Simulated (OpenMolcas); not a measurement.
# CuF (fluorocopper): levels of theory compared

We compute a comparison of 6 runs (HF/3-21G, HF/def2-TZVPP, B3LYP/6-31G*, M06-L/def2-TZVPP, TPSS/def2-TZVPP) of CuF (fluorocopper). 

The calculation is run with OpenMolcas 26.06.

1 further run of the same task is left out (it didn't finish).

## (1) The molecule

CuF has 2 atoms, charge 0, and is taken as a singlet. As SMILES, `[F][Cu]`. The F1–Cu2 distance was set to 2.647 Å, away from the relaxed value.

Bond lengths: F1–Cu2 2.647 Å.

## (2) The energy at HF/3-21G (run 1)

run.inp

```
&GATEWAY
 BasLib=$CurrDir
 BasisSet
 F.3-21G....
 F1 1.501988 -0.537869 0.754144 angstrom
 End of Basis
 BasisSet
 Cu.3-21G....
 Cu2 -0.751010 0.268940 -0.377080 angstrom
 End of Basis

&SEWARD

&SCF
 Thresholds=1e-10 1e-07 1e-07 1e-05
 PrOrbitals=1 1
```

The basis set 3-21G is read from a file made from the Basis Set Exchange's data (not shown).

Run with:

```bash
$ export MOLCAS_MEM=1860
$ pymolcas run.inp > run.log
```

The log of the run:

```text
--- Start Module: gateway ---
[...]
--- Stop Module: gateway /rc=_RC_ALL_IS_WELL_ ---
--- Start Module: seward ---
[...]
      Basis functions           36
--- Stop Module: seward /rc=_RC_ALL_IS_WELL_ ---
--- Start Module: scf ---
[...]
       Convergence after  20 Iterations
[...]
::    Total SCF energy                              -1729.4456305149
[...]
      Total spin, S                                     0.0000000000
[...]
      Total electronic charge=   38.000000
      Total            charge=   -0.000000
[...]
      Dipole Moment (debye):
      Origin of the operator (angstrom)=   -0.2286    0.0818   -0.1148
                   X= -7.1390E+00               Y=  2.5565E+00               Z= -3.5845E+00           Total=  8.3874E+00
      Quadrupole Moment (debye*angstrom):
[...]
--- Stop Module: scf /rc=_RC_ALL_IS_WELL_ ---
[...]
```

Run time: 2 s. Hardware: 1 thread of Arm Neoverse V1, shared host; peak memory 0.37 GiB.

## (3) A single-point energy at HF/def2-TZVPP (run 2)

job.inp

```
* CuF Hartree-Fock

&GATEWAY
 BASLIB = $CurrDir
 COORD
 2
 bohr
 F      2.83834596    -1.01642510     1.42512562
 Cu    -1.41920322     0.50822294    -0.71257793
 BASIS = def2-TZVPP
 GROUP = NoSym

&SEWARD

&SCF
 THRESHOLDS = 1e-10 1e-07 1e-07 1e-05
 PRORBITALS = 1 2
```

The basis set def2-TZVPP is read from a file made from the Basis Set Exchange's data (not shown).

Run with:

```bash
$ export MOLCAS_MEM=1860
$ pymolcas job.inp > job.log
```

The log of the run:

```text
--- Start Module: gateway ---
[...]
--- Stop Module: gateway /rc=_RC_ALL_IS_WELL_ ---
--- Start Module: seward ---
[...]
      Basis functions           95
--- Stop Module: seward /rc=_RC_ALL_IS_WELL_ ---
[...]
--- Start Module: scf ---
[...]
       Convergence after  14 Iterations
[...]
::    Total SCF energy                              -1738.3512345832
[...]
      Total spin, S                                     0.0000000000
[...]
      Total electronic charge=   38.000000
      Total            charge=   -0.000000
[...]
      Dipole Moment (debye):
      Origin of the operator (angstrom)=   -0.2286    0.0818   -0.1148
                   X= -9.2260E+00               Y=  3.3039E+00               Z= -4.6324E+00           Total=  1.0839E+01
      Quadrupole Moment (debye*angstrom):
[...]
--- Stop Module: scf /rc=_RC_ALL_IS_WELL_ ---
[...]
```

Run time: 7.2 s. Hardware: 1 thread of Arm Neoverse V1, shared host; peak memory 0.52 GiB.

Run 3 isn't shown in full; the table further down has it.

## (4) A single-point energy at B3LYP/6-31G(d) (Cartesian functions) (run 4)

run.inp

```
* CuF Kohn-Sham DFT

&gateway
  baslib = $CurrDir
  coord
  2
  angstrom
  F        1.501988      -0.537869       0.754144
  Cu      -0.751010       0.268940      -0.377080
  basis = 6-31Gs
  group = NoSym

&seward
  gridinput
  Grid=UltraFine
  End of Grid

&scf
  ksdft = B3LYP
  thresholds = 1e-10 1e-07 1e-07 1e-05
  prorbitals = 1 2
```

The basis set 6-31G* is read from a file made from the Basis Set Exchange's data (not shown).

Run with:

```bash
$ export MOLCAS_MEM=1860
$ pymolcas run.inp > run.log
```

The log of the run:

```text
--- Start Module: gateway ---
[...]
--- Stop Module: gateway /rc=_RC_ALL_IS_WELL_ ---
--- Start Module: seward ---
[...]
      Basis functions           51
[...]
--- Stop Module: seward /rc=_RC_ALL_IS_WELL_ ---
--- Start Module: scf ---
[...]
       Convergence after  22 Iterations
[...]
::    Total KS-DFT energy                           -1739.9302939937
[...]
      Total spin, S                                     0.0000000000
[...]
      Total electronic charge=   38.000000
      Total            charge=   -0.000000
[...]
      Dipole Moment (debye):
      Origin of the operator (angstrom)=   -0.2286    0.0818   -0.1148
                   X= -5.6780E+00               Y=  2.0333E+00               Z= -2.8509E+00           Total=  6.6710E+00
      Quadrupole Moment (debye*angstrom):
[...]
--- Stop Module: scf /rc=_RC_ALL_IS_WELL_ ---
[...]
```

It took 7.2 s on 1 thread of Arm Neoverse V1, shared host; peak memory 0.38 GiB.

Run 5 isn't shown in full; the table further down has it.

## (5) A single-point energy at TPSS/def2-TZVPP (run 6)

input.xyz

```xyz
2

F      1.501988    -0.537869     0.754144
Cu    -0.751010     0.268940    -0.377080
```

run.inp

```
* CuF Kohn-Sham DFT

&GATEWAY
 BasLib
 $CurrDir
 Coord
 input.xyz
 Basis
 def2-TZVPP
 Group
 NoSym

&SEWARD
 GridInput
 Grid=UltraFine
 End of Grid

&SCF
 KSDFT
 2
 1.0 MGGA_X_TPSS
 1.0 MGGA_C_TPSS
 Thresholds
 1e-10 1e-07 1e-07 1e-05
 PrOrbitals
 1
```

The basis set def2-TZVPP is read from a file made from the Basis Set Exchange's data (not shown).

Run with:

```bash
$ export MOLCAS_MEM=1860
$ pymolcas run.inp > run.log
```

The log of the run:

```text
--- Start Module: gateway ---
[...]
--- Stop Module: gateway /rc=_RC_ALL_IS_WELL_ ---
--- Start Module: seward ---
[...]
      Basis functions           95
--- Stop Module: seward /rc=_RC_ALL_IS_WELL_ ---
[...]
--- Start Module: scf ---
[...]
       Convergence after  22 Iterations
[...]
::    Total KS-DFT energy                           -1740.3701111943
[...]
      Total spin, S                                     0.0000000000
[...]
      Total electronic charge=   38.000000
      Total            charge=   -0.000000
[...]
      Dipole Moment (debye):
      Origin of the operator (angstrom)=   -0.2286    0.0818   -0.1148
                   X= -6.1725E+00               Y=  2.2104E+00               Z= -3.0992E+00           Total=  7.2519E+00
      Quadrupole Moment (debye*angstrom):
[...]
--- Stop Module: scf /rc=_RC_ALL_IS_WELL_ ---
[...]
```

Run time: 20 s. Hardware: 1 thread of Arm Neoverse V1, shared host; peak memory 0.52 GiB.

## (6) All runs side by side

```csv
run,level,integration grid,Cartesian functions,energy (Eh),dipole moment (D),HOMO energy (eV),LUMO energy (eV),wall time
1,HF/3-21G,–,no,-1729.445631,8.39,-8.99,-0.39,2 s
2,HF/def2-TZVPP,–,no,-1738.351235,10.84,-10.47,-1.29,7.2 s
3,B3LYP/6-31G* (spherical functions),UltraFine,no,-1739.926490,6.63,-6.23,-4.10,6.9 s
4,B3LYP/6-31G* (Cartesian functions),UltraFine,yes,-1739.930294,6.67,-6.22,-4.10,7.2 s
5,M06-L/def2-TZVPP,UltraFine,no,-1740.252795,7.54,-5.96,-4.76,19 s
6,TPSS/def2-TZVPP,UltraFine,no,-1740.370111,7.25,-5.75,-4.89,20 s
```

## (7) Outcome

| quantity | value |
| --- | --- |
| run 6: total energy | -1740.37011 Eh |
| run 6: dipole moment | 7.25 D |
| run 6: HOMO energy | -5.75 eV |
| run 6: LUMO energy | -4.89 eV |
| run 6: HOMO–LUMO gap | 0.86 eV |

What this shows: The dipole moment (its size) runs from 6.63 D (B3LYP/6-31G*) to 10.84 D (HF/def2-TZVPP). The two ends differ in method and basis. The HOMO–LUMO gap runs from 0.86 eV (TPSS/def2-TZVPP) to 9.18 eV (HF/def2-TZVPP). Exact exchange widens orbital gaps. Totals of different functionals can't be ranked against each other. All runs together took 63 s, the longest 20 s.
